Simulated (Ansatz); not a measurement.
# GaAg3: the cost of one run

All numbers are computed with Ansatz 0.2.0, driven from Python. Level of theory: DFT LDA, plane waves, PAW.

## (1) The structure

Symmetry: P1, No. 1, triclinic system. Conventional cell: a = 3.977 Å, b = 4.074 Å, c = 4.097 Å, α = 90.36°, β = 90.94°, γ = 90.65°. Around Ga (site symmetry 1) lie 12 Ag at 2.78 to 2.98 Å. Ag (site symmetry 1) has 8 Ag at 2.79 to 2.89 Å and 4 Ga at 2.84 to 2.96 Å as nearest neighbours. Ag (site symmetry 1) is surrounded by 4 Ga at 2.78 to 2.98 Å and 8 Ag at 2.78 to 3.02 Å. Around Ag (site symmetry 1) lie 8 Ag at 2.78 to 3.02 Å and 4 Ga at 2.78 to 2.93 Å.

No structure file is read: the coordinates are typed or built in the script.

## (2) The code

File run_scf.py:

```python
# -*- coding: utf-8 -*-
'''Single point of GaAg3, distorted.'''

from dataclasses import dataclass
import logging
import sys

import ansatz as az
import matplotlib.pyplot as plt
import numpy as np
from pymatgen.core import Lattice, Structure
from pymatgen.io.ase import AseAtomsAdaptor

logging.basicConfig(stream=sys.stdout, format='[%(levelname)s] %(message)s')
logger = logging.getLogger('calc')
logger.setLevel(logging.INFO)


@dataclass
class RunConfig:
    kmesh: tuple[int, ...] = (4, 4, 4)
    occupations: str = 'fermi_dirac'
    sigma: float = 0.1


settings = RunConfig()


def main():
    pmg_structure = Structure(
        Lattice([[4.07419, 0.02276, 0.01286], [0.02276, 3.97651, -0.033], [0.01286, -0.033, 4.09646]]),
        ['Ga', 'Ag', 'Ag', 'Ag'],
        [
            [0.0066, 0.00518, 0.99765],
            [0.49308, 0.99917, 0.4895],
            [0.00409, 0.49475, 0.52236],
            [0.48736, 0.50298, 0.99834],
        ],
    )
    crystal = az.Crystal.from_ase(AseAtomsAdaptor.get_atoms(pmg_structure))

    # functional, basis and sampling
    calc = (
        crystal.calculation()
        .functional(az.Functional.LDA)
        .kpoints(*settings.kmesh)
        .occupations(settings.occupations, width=settings.sigma)
        .density()
        .density_of_states(energy_step=0.05, projected=True)
    )
    try:
        res = calc.run(threads=1, backend='cpu')
    except az.NonConvergedError as error:
        sys.exit(f'no convergence: {error}')
    except az.RefusalError as error:
        sys.exit(f'input refused: {error}')
    report = res.report

    logger.info(f'free energy      {report["free_energy_ev"]:.5f} eV')
    logger.info(f'per atom         {report["free_energy_ev"] / len(res.lattice.sites):.5f} eV')
    logger.info(f'SCF iterations   {report["n_iterations"]}  (converged: {report["converged"]})')

    rho = res.density()
    total = sum(ch.density_e_per_ang3 for ch in rho.channels[:2]) if len(rho.channels) < 3 else rho.channels[0].density_e_per_ang3
    print('grid', rho.dims, 'electrons', round(float(total.mean() * rho.cell_volume_ang3), 4))
    logger.info(f'density range {total.min():.4f} to {total.max():.4f} e/A^3')
    print(np.array2string(total[:: max(rho.dims[0] // 8, 1), :: max(rho.dims[1] // 8, 1), 0], precision=3, suppress_small=True))

    dos = res.density_of_states()
    energy = np.asarray(dos.energies_ev) - dos.fermi_ev
    projected = res.projected_density_of_states()
    fig, ax = plt.subplots(figsize=(5, 3.4))
    for name in sorted({site.species for site in projected.sites}):
        curve = sum(np.sum(part.g_bin_mean_per_ev, axis=0) for site in projected.sites if site.species == name for shell in site.shells for part in shell.curves)
        ax.plot(energy, curve, label=name)
        window = (energy > -4) & (energy <= 0)
        logger.info(f'{name}: {curve[window].sum() * (energy[1] - energy[0]):.3f} projected states in the 4 eV under E_F')
    ax.set(xlim=(-8, 6), xlabel='E - E_F (eV)', ylabel='states/eV')
    ax.legend()
    fig.savefig('pdos.png', dpi=100)

    field = sum(channel.density_e_per_ang3 for channel in res.density().channels[:2])
    fig, ax = plt.subplots(figsize=(4, 3.4))
    shown = ax.imshow(np.log10(np.clip(field[:, :, 0].T, 1e-3, None)), origin='lower', extent=(0, 1, 0, 1))
    fig.colorbar(shown, label='log10 density (e/A^3)')
    ax.set(xlabel='fraction of grid vector 1', ylabel='fraction of grid vector 2')
    fig.savefig('density_plane.png', dpi=100)
    logger.info(f'plane through the origin: {field[:, :, 0].min():.4f} to {field[:, :, 0].max():.4f} e/A^3')


if __name__ == '__main__':
    main()
```

## (3) The run

Run with:

```bash
$ python run_scf.py
```

What time and memory should one allow on 1 thread of Arm Neoverse V1, shared host?

About 13 s, with a peak of 0.48 GiB.
